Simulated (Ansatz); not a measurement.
# BClH2Te: small, medium and large basis sets

How large a basis does BClH2Te need? Two functionals are run in growing sets.

The runs use Ansatz 0.2.0, Gaussian basis; one geometry, several basis sets.

Levels to be run: PBE0-D4/def2-SVP; ωB97M-V/def2-SVP; PBE0-D4/def2-QZVPP; ωB97M-V/def2-QZVPP; the functionals' def2-TZVPP values are taken from earlier runs.

## (1) The relaxed structure

The geometry comes from an earlier relaxation with PBE0-D4 in a triple-zeta def2 set; it is a stationary point. Te takes the def2 core potential; no spin-orbit term is included.

SMILES `ClB[TeH]`, 5 atoms, charge 0, spin multiplicity 1.

Atoms are counted from 1 here; the program's logs count them from 0.

Bond lengths: Cl1–B2 1.738 Å, B2–Te3 2.120 Å, B2–H4 1.190 Å, Te3–H5 1.658 Å. Angles: Cl1–B2–Te3 124.0°, Cl1–B2–H4 119.1°, Te3–B2–H4 116.9°, B2–Te3–H5 95.1°.

## (2) PBE0-D4 in def2-SVP

in.yaml reads:

```yaml
crystal:
  periodic: [false, false, false]
  atoms:
    - {symbol: Cl, position_ang: [-1.200782, -0.584486, 1.285918]}
    - {symbol: B, position_ang: [-0.532694, -0.355188, -0.302353]}
    - {symbol: Te, position_ang: [1.291505, 0.655782, -0.685277]}
    - {symbol: H, position_ang: [-1.119113, -0.783801, -1.245302]}
    - {symbol: H, position_ang: [1.610884, 0.994094, 0.905613]}
basis:
  gaussian: {orbitals: def2-SVP}
hamiltonian: {xc: pbe0, dispersion: d4}
output: {orbitals: {seedname: orbitals}}
```

The run is started by

```
$ ansatz run in.yaml --threads 2 --pin off --events-out ev --progress --plain --max-ram 4352MiB
```

Further steps of the session: ωB97M-V in def2-SVP; PBE0-D4 in def2-QZVPP; ωB97M-V in def2-QZVPP.

Q: Predict the results of all the runs planned. Wanted: PBE0-D4: double and triple zeta above quadruple; ωB97M-V: double and triple zeta above quadruple.

The runs gave:

| quantity | value |
| --- | --- |
| PBE0-D4: double and triple zeta above quadruple | 5.78, 0.45 eV |
| ωB97M-V: double and triple zeta above quadruple | 5.79, 0.44 eV |

What this shows: For PBE0-D4 the step from double to triple zeta gains 5.32 eV and the next only 0.45 eV. Total energies overstate the basis error of differences, where much of it tends to cancel.
